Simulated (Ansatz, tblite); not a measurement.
# The cluster Al₂S₃: removing and adding an electron

Aim: the energy of removing and adding an electron for the cluster Al₂S₃, by energy differences, and how well orbital energies stand in for it.

Method: as each input shows; program: Ansatz 0.2.0, Gaussian basis.

Levels to be run: charge +1 doublet, at the geometry of the singlet (PBE0-D4/def2-TZVP, PBE-D4/def2-TZVP, r2SCAN-D4/def2-TZVP, CCSD(T)/def2-TZVPP); charge -1 doublet, at the geometry of the singlet (PBE0-D4/def2-TZVPD, PBE-D4/def2-TZVPD, r2SCAN-D4/def2-TZVPD); the starting singlet's energies come from earlier runs.

3 further runs of the same task are left out: 1 that didn't finish, 2 set aside as unsound or not needed. Runs told in other sessions of the task aren't counted.

### Step 1. The structure

The singlet was relaxed beforehand with PBE-D4/def2-SVP. At that level it is the lowest of the isomers that a small search found.

5 atoms, charge 0, spin multiplicity 1.

Atoms are counted from 1 here; the program's logs count them from 0.

Bond lengths: Al1–S3 2.020 Å, Al1–S4 2.192 Å, Al2–S4 2.192 Å, Al2–S5 2.020 Å. Angles: S3–Al1–S4 179.9°, S4–Al2–S5 179.9°, Al1–S4–Al2 94.8°.

### Step 2. Charge +1 doublet at the fixed geometry, PBE0-D4/def2-TZVP

Input file in.yaml:

```yaml
crystal:
  periodic: [false, false, false]
  atoms:
    - {symbol: Al, position_ang: [-1.427279, 0.773597, -0.178159]}
    - {symbol: Al, position_ang: [1.302595, -0.945139, -0.277898]}
    - {symbol: S, position_ang: [-2.343509, 2.031536, 1.110117]}
    - {symbol: S, position_ang: [-0.429860, -0.591477, -1.572594]}
    - {symbol: S, position_ang: [2.898054, -1.268527, 0.918544]}
basis:
  gaussian: {orbitals: def2-TZVP}
total_charge: 1
magnetization: {spin_polarized: true, initial_magnetization: 1}
hamiltonian: {xc: pbe0, dispersion: d4}
scf: {omitted_lower_state_checks: [starts]}
output: {orbitals: {seedname: orbitals}}
```

Command:

```console
$ ansatz run in.yaml --threads 4 --pin off --events-out ev --progress --plain --max-ram 4787MiB
```

Output:

```text
Functional definition: PBE0
  name "PBE0"
  cite "Adamo & Barone, J. Chem. Phys. 110, 6158 (1999) doi:10.1063/1.478522"
  cite "Perdew, Burke & Ernzerhof, Phys. Rev. Lett. 77, 3865 (1996) doi:10.1103/PhysRevLett.77.3865"
  parent pbe
  parameter a = 0.25
  parameter kappa = 0.804
  parameter beta = 0.06672455060314922
  exchange = (1 - a)*pbe_x(kappa = kappa, mu = beta*pi^2/3) + a*exact_x
  correlation = pbe_c(beta = beta)
these checks for a lower state are left out or cut short: starts
1371 factors; their error is unknown
mean field evaluation 1: about -45673.2415 eV, gradient 2.9e1 eV
mean field evaluation 2: about -45664.5776 eV, gradient 4.7e1 eV
mean field evaluation 4: about -45676.8017 eV, gradient 1.2e1 eV
mean field evaluation 8: about -45678.2428 eV, gradient 2.5e-1 eV
mean field evaluation 16: about -45678.3369 eV, gradient 1.4e-2 eV
mean field evaluation 32: about -45678.3659 eV, gradient 1.6e-2 eV
mean field -45678.36593359 eV, -1678.6489861510 hartree, gradient 3.1e-6 eV, S^2 0.787844; 0 other end points of the search recorded, 0 dependent functions left out
reference -45678.36596555 eV, -1678.6489873256 hartree; 37, 36 occupied and 148, 149 virtual orbitals, 1371 factors
Total energy: -45678.56165394 eV, -1678.6561787412 hartree
Checks for a lower state left out: starts
```

Run time: 19 s. Hardware: 4 threads of Arm Neoverse V1, shared host; peak memory 1.1 GiB.

Report: HOMO -11.47 eV, LUMO -10.60 eV (over both spins); ⟨S²⟩ 0.788 (pure: 0.75).

### Step 3. Charge +1 doublet at the fixed geometry, PBE-D4/def2-TZVP

start.molden holds the orbitals of an earlier run on this state, given as this run's starting guess.

in.yaml: that of step 2 with these lines changed.

```diff
@@ -9,6 +9,6 @@
 basis:
-  gaussian: {orbitals: def2-TZVP}
+  gaussian: {orbitals: def2-TZVP, initial_orbitals: start.molden}
 total_charge: 1
 magnetization: {spin_polarized: true, initial_magnetization: 1}
-hamiltonian: {xc: pbe0, dispersion: d4}
+hamiltonian: {xc: pbe, dispersion: d4}
 scf: {omitted_lower_state_checks: [starts]}
```

The command is unchanged.

Output:

```text
Functional definition: PBE
  name "PBE"
  cite "Perdew, Burke & Ernzerhof, Phys. Rev. Lett. 77, 3865 (1996) doi:10.1103/PhysRevLett.77.3865"
  parent pbe
  parameter kappa = 0.804
  parameter beta = 0.06672455060314922
  exchange = pbe_x(kappa = kappa, mu = beta*pi^2/3)
  correlation = pbe_c(beta = beta)
these checks for a lower state are left out or cut short: starts
1301 factors; their error is unknown
mean field evaluation 1: about -45674.9912 eV, gradient 1.1e1 eV
mean field evaluation 2: about -45675.1375 eV, gradient 2.6e-1 eV
mean field evaluation 4: about -45675.1235 eV, gradient 3.6e-2 eV
mean field evaluation 8: about -45675.1255 eV, gradient 3.5e-1 eV
mean field evaluation 16: about -45675.1513 eV, gradient 2.3e-2 eV
mean field -45675.15152749 eV, -1678.5308589056 hartree, gradient 8.5e-6 eV, S^2 0.754976; 1 other end points of the search recorded, 0 dependent functions left out
reference -45675.15156987 eV, -1678.5308604632 hartree; 37, 36 occupied and 148, 149 virtual orbitals, 1301 factors
Total energy: -45675.37504252 eV, -1678.5390729313 hartree
Checks for a lower state left out: starts
```

Run time: 13 s. Hardware: 4 threads of Arm Neoverse V1, shared host.

HOMO -11.09 eV, LUMO -11.03 eV (over both spins); ⟨S²⟩ 0.755 (pure: 0.75); the next solution that the search met lies 0.028 eV higher.

### Step 4. Charge +1 doublet at the fixed geometry, r2SCAN-D4/def2-TZVP

in.yaml: that of step 3 with these lines changed.

```diff
@@ -12,3 +12,3 @@
 magnetization: {spin_polarized: true, initial_magnetization: 1}
-hamiltonian: {xc: pbe, dispersion: d4}
+hamiltonian: {xc: r2scan, dispersion: d4}
 scf: {omitted_lower_state_checks: [starts]}
```

Launched as before.

Output, shortened:

```text
Functional definition: r2SCAN
  name "r2SCAN"
  cite "Furness, Kaplan, Ning, Perdew & Sun, J. Phys. Chem. Lett. 11, 8208 (2020) doi:10.1021/acs.jpclett.0c02405"
  cite "Furness, Kaplan, Ning, Perdew & Sun, J. Phys. Chem. Lett. 11, 9248 (2020) doi:10.1021/acs.jpclett.0c03077"
  parent r2scan
[...]
1301 factors; their error is unknown
[...]
mean field -45692.55310881 eV, -1679.1703552237 hartree, gradient 6.0e-6 eV, S^2 0.759536; 1 other end points of the search recorded, 0 dependent functions left out
reference -45692.55312506 eV, -1679.1703558211 hartree; 37, 36 occupied and 148, 149 virtual orbitals, 1301 factors
Total energy: -45692.60413179 eV, -1679.1722302838 hartree
Checks for a lower state left out: starts
```

It took 69 s on 4 threads of Arm Neoverse V1, shared host; peak memory 0.57 GiB.

From the report: HOMO -11.12 eV, LUMO -11.06 eV (over both spins); ⟨S²⟩ 0.760 (pure: 0.75); the next solution that the search met lies 0.013 eV higher.

### Step 5. Charge +1 doublet at the fixed geometry, CCSD(T)/def2-TZVPP

in.yaml: that of step 4 with these lines changed.

```diff
@@ -9,7 +9,7 @@
 basis:
-  gaussian: {orbitals: def2-TZVP, initial_orbitals: start.molden}
+  gaussian: {orbitals: def2-TZVPP, initial_orbitals: start.molden}
 total_charge: 1
 magnetization: {spin_polarized: true, initial_magnetization: 1}
-hamiltonian: {xc: r2scan, dispersion: d4}
-scf: {omitted_lower_state_checks: [starts]}
+correlation: {method: ccsd_t}
+scf: {omitted_lower_state_checks: [starts, cluster_reference]}
 output: {orbitals: {seedname: orbitals}}
```

The command is unchanged.

Output, shortened:

```text
Functional definition: HF
  name "HF"
  cite "Fock, Z. Phys. 61, 126 (1930) doi:10.1007/BF01340294"
  parent pbe
[...]
1243 factors; integrals over basis functions are off by at most 6.4e-4 eV
[...]
mean field -45614.87027907 eV, -1676.3155638864 hartree, gradient 2.8e-6 eV, S^2 0.761645; 1 other end points of the search recorded, 0 dependent functions left out
25 core orbitals not correlated: weight in the atoms' cores, before any rotation towards them, 1.000 or more for the frozen orbitals, at most 0.000 for the correlated occupied ones
reference -45614.87027907 eV, -1676.3155638864 hartree; 12, 11 occupied and 173, 174 virtual orbitals, 1243 factors
second order -15.95912550 eV of doubles, -0.00000000 eV of singles
cycle   1  -16.70159345 eV  change   -7.4e-1 eV  update   1.3e-1
[...]
cycle  16  -17.30050123 eV  change   -1.5e-5 eV  update   2.6e-5
perturbative correction -1.02636572 eV, -0.0377182445 hartree
Total energy: -45633.19714602 eV, -1676.9890638243 hartree
Checks for a lower state left out: starts, cluster_reference
```

Run time: 11 min. Hardware: 4 threads of Arm Neoverse V1, shared host; peak memory 2.6 GiB.

Hartree-Fock HOMO -12.92 eV, LUMO -6.93 eV (over both spins); ⟨S²⟩ 0.762 (pure: 0.75); T1 0.021; the next solution that the search met lies 0.017 eV higher.

### Step 6. Vertical ionisation energy

Charged state less starting state, singlet to doublet; the starting state's energies are those of its earlier runs.

Differences are taken before rounding.

```tsv
method	vertical ionisation energy (eV)	from CCSD(T)/def2-TZVPP (eV)	time
HF/def2-TZVPP	8.18	-1.17	
PBE-D4/def2-TZVP	8.71	-0.64	15 s
r2SCAN-D4/def2-TZVP	8.86	-0.49	72 s
PBE0-D4/def2-TZVP	9.03	-0.32	22 s
MP2/def2-TZVPP	9.47	+0.12	
CCSD/def2-TZVPP	9.25	-0.11	
CCSD(T)/def2-TZVPP	9.35	0	11 min
```

Times add the two runs; a level without a time comes out of a correlated run.

Beside −ε(HOMO) of the starting state:

```tsv
level	−ε(HOMO) (eV)	by difference (eV)	mismatch (eV)
PBE-D4/def2-TZVP	6.37	8.71	-2.34
r2SCAN-D4/def2-TZVP	6.63	8.86	-2.23
PBE0-D4/def2-TZVP	7.44	9.03	-1.59
```

### Step 7. Charge -1 doublet at the fixed geometry, PBE0-D4/def2-TZVPD

in.yaml: that of step 5 with these lines changed.

```diff
@@ -9,7 +9,7 @@
 basis:
-  gaussian: {orbitals: def2-TZVPP, initial_orbitals: start.molden}
-total_charge: 1
+  gaussian: {orbitals: def2-TZVPD}
+total_charge: -1
 magnetization: {spin_polarized: true, initial_magnetization: 1}
-correlation: {method: ccsd_t}
-scf: {omitted_lower_state_checks: [starts, cluster_reference]}
+hamiltonian: {xc: pbe0, dispersion: d4}
+scf: {omitted_lower_state_checks: [starts]}
 output: {orbitals: {seedname: orbitals}}
```

Launched as before.

Output, shortened:

```text
Functional definition: PBE0
  name "PBE0"
  cite "Adamo & Barone, J. Chem. Phys. 110, 6158 (1999) doi:10.1063/1.478522"
  cite "Perdew, Burke & Ernzerhof, Phys. Rev. Lett. 77, 3865 (1996) doi:10.1103/PhysRevLett.77.3865"
  parent pbe
[...]
1533 factors; their error is unknown
[...]
mean field -45689.36213346 eV, -1679.0530890427 hartree, gradient 7.9e-6 eV, S^2 0.758447; 0 other end points of the search recorded, 0 dependent functions left out
reference -45689.36217556 eV, -1679.0530905897 hartree; 38, 37 occupied and 186, 187 virtual orbitals, 1533 factors
Total energy: -45689.57903525 eV, -1679.0610600363 hartree
Checks for a lower state left out: starts
```

Run time: 13 s. Hardware: 4 threads of Arm Neoverse V1, shared host; peak memory 1.1 GiB.

HOMO -0.57 eV, LUMO 1.13 eV (over both spins); ⟨S²⟩ 0.758 (pure: 0.75).

### Step 8. Charge -1 doublet at the fixed geometry, PBE-D4/def2-TZVPD

in.yaml: that of step 7 with these lines changed.

```diff
@@ -9,6 +9,6 @@
 basis:
-  gaussian: {orbitals: def2-TZVPD}
+  gaussian: {orbitals: def2-TZVPD, initial_orbitals: start.molden}
 total_charge: -1
 magnetization: {spin_polarized: true, initial_magnetization: 1}
-hamiltonian: {xc: pbe0, dispersion: d4}
+hamiltonian: {xc: pbe, dispersion: d4}
 scf: {omitted_lower_state_checks: [starts]}
```

Launched as before.

Output:

```text
Functional definition: PBE
  name "PBE"
  cite "Perdew, Burke & Ernzerhof, Phys. Rev. Lett. 77, 3865 (1996) doi:10.1103/PhysRevLett.77.3865"
  parent pbe
  parameter kappa = 0.804
  parameter beta = 0.06672455060314922
  exchange = pbe_x(kappa = kappa, mu = beta*pi^2/3)
  correlation = pbe_c(beta = beta)
these checks for a lower state are left out or cut short: starts
1407 factors; their error is unknown
mean field evaluation 1: about -45685.7476 eV, gradient 1.1e1 eV
mean field evaluation 2: about -45685.8842 eV, gradient 2.4e-1 eV
mean field evaluation 4: about -45685.8773 eV, gradient 4.0e-2 eV
mean field evaluation 8: about -45685.8773 eV, gradient 2.4e-4 eV
mean field -45685.87727681 eV, -1678.9250229231 hartree, gradient 2.7e-5 eV, S^2 0.757157; 0 other end points of the search recorded, 0 dependent functions left out
reference -45685.87733111 eV, -1678.9250249186 hartree; 38, 37 occupied and 186, 187 virtual orbitals, 1407 factors
Total energy: -45686.12471463 eV, -1678.9341160952 hartree
Checks for a lower state left out: starts
```

Wall time 5.5 s (4 threads of Arm Neoverse V1, shared host).

HOMO -0.01 eV, LUMO 0.46 eV (over both spins); ⟨S²⟩ 0.757 (pure: 0.75).

### Step 9. Charge -1 doublet at the fixed geometry, r2SCAN-D4/def2-TZVPD

in.yaml: that of step 8 with these lines changed.

```diff
@@ -12,3 +12,3 @@
 magnetization: {spin_polarized: true, initial_magnetization: 1}
-hamiltonian: {xc: pbe, dispersion: d4}
+hamiltonian: {xc: r2scan, dispersion: d4}
 scf: {omitted_lower_state_checks: [starts]}
```

Launched as before.

Output:

```text
Functional definition: r2SCAN
  name "r2SCAN"
  cite "Furness, Kaplan, Ning, Perdew & Sun, J. Phys. Chem. Lett. 11, 8208 (2020) doi:10.1021/acs.jpclett.0c02405"
  cite "Furness, Kaplan, Ning, Perdew & Sun, J. Phys. Chem. Lett. 11, 9248 (2020) doi:10.1021/acs.jpclett.0c03077"
  parent r2scan
  parameter k0 = 0.174
  parameter k1 = 0.065
  parameter a1 = 4.9479
  exchange = r2scan_x(k0 = k0, k1 = k1, a1 = a1)
  correlation = r2scan_c
these checks for a lower state are left out or cut short: starts
1407 factors; their error is unknown
mean field evaluation 1: about -45703.3517 eV, gradient 7.5e0 eV
mean field evaluation 2: about -45703.4080 eV, gradient 1.3e-1 eV
mean field evaluation 4: about -45703.3904 eV, gradient 2.0e-2 eV
mean field evaluation 8: about -45703.3905 eV, gradient 2.7e-5 eV
mean field -45703.39046791 eV, -1679.5686208251 hartree, gradient 7.0e-6 eV, S^2 0.768243; 0 other end points of the search recorded, 0 dependent functions left out
reference -45703.39051589 eV, -1679.5686225882 hartree; 38, 37 occupied and 186, 187 virtual orbitals, 1407 factors
Total energy: -45703.44737321 eV, -1679.5707120563 hartree
Checks for a lower state left out: starts
```

Run time: 15 s. Hardware: 4 threads of Arm Neoverse V1, shared host.

HOMO -0.09 eV, LUMO 0.62 eV (over both spins); ⟨S²⟩ 0.768 (pure: 0.75).

### Step 10. Vertical electron affinity

Starting state less charged state (positive: the electron is bound), singlet to doublet; the starting state's energies are those of its earlier runs.

```tsv
level	vertical electron affinity (eV)	time
PBE-D4/def2-TZVPD	+1.99	8.3 s
r2SCAN-D4/def2-TZVPD	+1.95	20 s
PBE0-D4/def2-TZVPD	+1.95	17 s
```

Times add the two runs; a level without a time comes out of a correlated run.

Beside −ε(LUMO) of the starting state:

```tsv
level	−ε(LUMO) (eV)	by difference (eV)	mismatch (eV)
PBE-D4/def2-TZVPD	4.02	1.99	+2.02
r2SCAN-D4/def2-TZVPD	3.81	1.95	+1.86
PBE0-D4/def2-TZVPD	3.32	1.95	+1.37
```

### Step 11. Outcome

| quantity | value |
| --- | --- |
| vertical ionisation energy, functionals in def2-TZVP | 8.71 (PBE-D4) to 9.03 eV (PBE0-D4) |
| vertical ionisation energy, CCSD(T)/def2-TZVPP | 9.35 eV |
| vertical electron affinity, functionals in def2-TZVPD | 1.95 (r2SCAN-D4) to 1.99 eV (PBE-D4) |

**Reading.** The vertical ionisation energy spans 8.71 to 9.03 eV over the functionals, beside 9.35 eV from CCSD(T)/def2-TZVPP. −ε(HOMO) misses the level's own difference by -1.59 eV at best (PBE0-D4) and -2.34 eV at worst (PBE-D4). CCSD(T)/def2-TZVPP isn't at the basis-set limit; small misses against it rank nothing. The vertical electron affinity spans 1.95 to 1.99 eV over the functionals. −ε(LUMO) misses the level's own difference by +1.37 eV at best (PBE0-D4) and +2.02 eV at worst (PBE-D4).
